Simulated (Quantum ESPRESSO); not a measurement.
Here is a Quantum ESPRESSO 7.5 calculation.

Contents of pw.in:

```
&CONTROL
  calculation = 'scf'
  prefix = 'pwscf'
  outdir = './tmp'
  pseudo_dir = './pseudo'
  tprnfor = .true.
  tstress = .true.
  disk_io = 'low'
/
&SYSTEM
  ibrav = 0
  celldm(1) = 8
  nat = 2
  ntyp = 2
  ecutwfc = 84
  nbnd = 11
  input_dft = 'revpbe'
  occupations = 'smearing'
  smearing = 'fd'
  degauss = 0.00367493
/
&ELECTRONS
  conv_thr = 4d-10
  electron_maxstep = 120
  mixing_beta = 0.5
  mixing_ndim = 12
/
ATOMIC_SPECIES
Si    28.0850 Si.upf
F     18.9984 F.upf
CELL_PARAMETERS alat
  0.7154030676302   0.0000000000000   0.0000000000000
  0.0000000000000   0.7154030676302   0.0000000000000
  0.0000000000000   0.0000000000000   0.7154030676302
ATOMIC_POSITIONS crystal
Si     0.4808280000    0.4731100000    0.5124810000
F     -0.0016890000    0.0054580000   -0.0255610000
K_POINTS automatic
9 9 9 0 0 0
```

File scf2.in:

```
&CONTROL
  calculation = 'scf'
  prefix = 'pwscf'
  outdir = './tmp'
  pseudo_dir = './pseudo'
  tprnfor = .true.
  tstress = .true.
  disk_io = 'low'
/
&SYSTEM
  ibrav = 0
  celldm(1) = 8
  nat = 2
  ntyp = 2
  ecutwfc = 84
  nbnd = 11
  input_dft = 'revpbe'
  occupations = 'smearing'
  smearing = 'fd'
  degauss = 0.00367493
/
&ELECTRONS
  conv_thr = 1d-11
  electron_maxstep = 120
  mixing_beta = 0.5
  mixing_ndim = 12
  startingpot = 'file'
  startingwfc = 'file'
/
ATOMIC_SPECIES
Si    28.0850 Si.upf
F     18.9984 F.upf
CELL_PARAMETERS alat
  0.7154030676302   0.0000000000000   0.0000000000000
  0.0000000000000   0.7154030676302   0.0000000000000
  0.0000000000000   0.0000000000000   0.7154030676302
ATOMIC_POSITIONS crystal
Si     0.4808280000    0.4731100000    0.5124810000
F     -0.0016890000    0.0054580000   -0.0255610000
K_POINTS automatic
9 9 9 0 0 0
```

Potentials or basis: PseudoDojo 0.4.1 SR PBE standard.

Run with:

```console
$ OMP_NUM_THREADS=1 pw.x -in pw.in > pw.out
$ OMP_NUM_THREADS=1 pw.x -in scf2.in > scf2.out
```

What does it give for the largest force?

0.123 eV/Å.

Estimate the pressure.

1.9 GPa.

Estimate the band gap on the k mesh.

none (metal or under the smearing width).

Forces in eV/Å, atoms in the order of the input:
```
Si  -0.041 -0.075  0.088
F    0.041  0.075 -0.088
```

Caveat: the potentials were made for another functional, which shifts forces and pressure; an odd number of electrons without spin polarisation forces a metal; a magnetic or distorted state may lie lower.
